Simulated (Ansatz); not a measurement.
# TiAl: the cost of one run

Program: Ansatz 0.2.0. Level of theory: DFT PBEsol, scalar-relativistic, plane waves, PAW. These are calculated values, not measurements.

### Step 1. The system as given

The structure is tetragonal, space group P4/mmm (No. 123). The conventional cell has a = 2.837 Å, b = 2.837 Å, c = 4.059 Å, α = 90.00°, β = 90.00°, γ = 90.00°. Ti (site symmetry 4/mmm) has 4 Ti at 2.84 Å and 8 Al at 2.85 Å as nearest neighbours. Around Al (site symmetry 4/mmm) lie 4 Al at 2.84 Å and 8 Ti at 2.85 Å.

As a file:

```
CELL_PARAMETERS angstrom
2.83730 0.00000 0.00000
0.00000 2.83730 0.00000
0.00000 0.00000 4.05910
ATOMIC_POSITIONS crystal
Ti 0.00000 0.00000 0.00000
Al 0.50000 0.50000 0.50000
```

The cell is taken as given, not relaxed at this level.

### Step 2. The reference: the undisturbed cell on the scan's mesh

Input file input.yaml:

```yaml
crystal:
  lattice:
    - [2.8373, 0.0, 0.0]
    - [0.0, 2.8373, 0.0]
    - [0.0, 0.0, 4.0591]
  atoms:
    - { symbol: Ti, position: [0.0, 0.0, 0.0] }
    - { symbol: Al, position: [0.5, 0.5, 0.5] }
basis:
  ecutwfc: 420
kpoints:
  mp_grid: { grid: [18, 18, 14] }
hamiltonian:
  xc: pbesol
scf:
  occupations: { method: gaussian, width: 0.15 }
output:
  forces: true
  stress: true
  eigenvalues: true
  write_density: true
  write_potential: true
  elf: true
  volumetric_format: npy
```

On the command line:

```sh
$ ansatz run input.yaml --threads 1 --pin off --max-ram 2560MiB --backend cpu --events-out ev --progress --plain --runs-dir out
```

**Question.** How long does this run take on 1 thread of Intel Xeon Platinum 8259CL at 2.50GHz (Skylake/Cascade Lake), shared host, and how much memory does it need?

About 14 s, with a peak of 0.49 GiB.
